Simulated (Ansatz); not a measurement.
# Carbon, simple cubic under LDA: ground state and equation of state

The plan for carbon in the simple cubic structure: relax it, solve it on a dense k-mesh, switch on spin-orbit coupling, then scale the cell to 7 volumes from 88 to 112 % of the relaxed one and try a fit of the equation of state. The k-meshes are 16×16×16 for the relaxation; 29×29×29 for the dense run; 18×18×18 for spin-orbit coupling; 20×20×20 for the volumes.

Program: Ansatz 0.2.0. Level of theory: DFT LDA (PW92), plane waves (420 eV) with PAW, scalar-relativistic; PAW files made under PBE, frozen cores solved again for the functional. These are calculated values, not measurements.

### Step 1. Starting point

The structure is cubic, space group Pm-3m (No. 221). The conventional cell has a = 1.926 Å, b = 1.926 Å, c = 1.926 Å, α = 90.00°, β = 90.00°, γ = 90.00°. C (site symmetry m-3m) has 6 C at 1.93 Å as nearest neighbours.

Structure file:

```xyz
1
Lattice="1.9261 0.0000 0.0000 0.0000 1.9261 0.0000 0.0000 0.0000 1.9261" Properties=species:S:1:pos:R:3 pbc="T T T"
C     0.0000    0.0000    0.0000
```

### Step 2. Relaxing cell and atoms

The input, input.yaml:

```yaml
crystal:
  lattice:
    - [1.9260827495, 0.0, 0.0]
    - [0.0, 1.9260827495, 0.0]
    - [0.0, 0.0, 1.9260827495]
  atoms:
    - { symbol: C, position: [0.0, 0.0, 0.0] }
hamiltonian:
  xc: lda
  pseudopotentials:
    kind: paw
    azcp:
      C: "pseudopotentials/C.paw.azcp"
basis:
  ecutwfc: 420
  fft_grid_basis: typed
kpoints:
  mp_grid: { grid: [16, 16, 16], shift: [0, 0, 0] }
magnetization:
  spin_polarized: false
scf:
  occupations: { method: fermi_dirac, width: 0.1 }
relax:
  max_steps: 60
  f_tol: 0.01
  cell: {}
```

The runs that follow: Single point on a dense mesh; With spin-orbit coupling; Volume × 0.88; Volume × 0.92; Volume × 0.96; Volume × 1.0; Volume × 1.04; Volume × 1.08; Volume × 1.12.

Before running it: what results should come out? Wanted: space group; conventional cell; volume; shortest distance; gap on the mesh; relative to graphite; V₀, B₀, B₀′.

**Answer**, as computed:

| quantity | value |
| --- | --- |
| space group (spins left aside) | Pm-3m (No. 221) |
| conventional cell | a = 1.744 Å |
| volume | 5.307 Å³/atom |
| shortest distance | 1.744 Å |
| gap on the mesh | none (levels filled in part) |
| relative to graphite | +2624 meV/atom |
| V₀, B₀, B₀′ | 5.347 Å³/atom, 341 GPa, 3.5 |

In words: From the guessed start the volume shrank by 25.7 % in 8 steps. Against the reference form of carbon (graphite, computed apart with the same settings) it stands 2624 meV/atom higher, so it is far from stable. No gap shows: it is a metal or semimetal at this level. The total energy of the spin-orbit run (on a coarser mesh) lies +4 meV/atom from the scalar one; mesh and treatment of the core enter this figure, so it is no spin-orbit energy. The fitted modulus is 341 GPa, among the stiffest elements. The symmetry was held, so the structure may be unstable against distortions that break it.
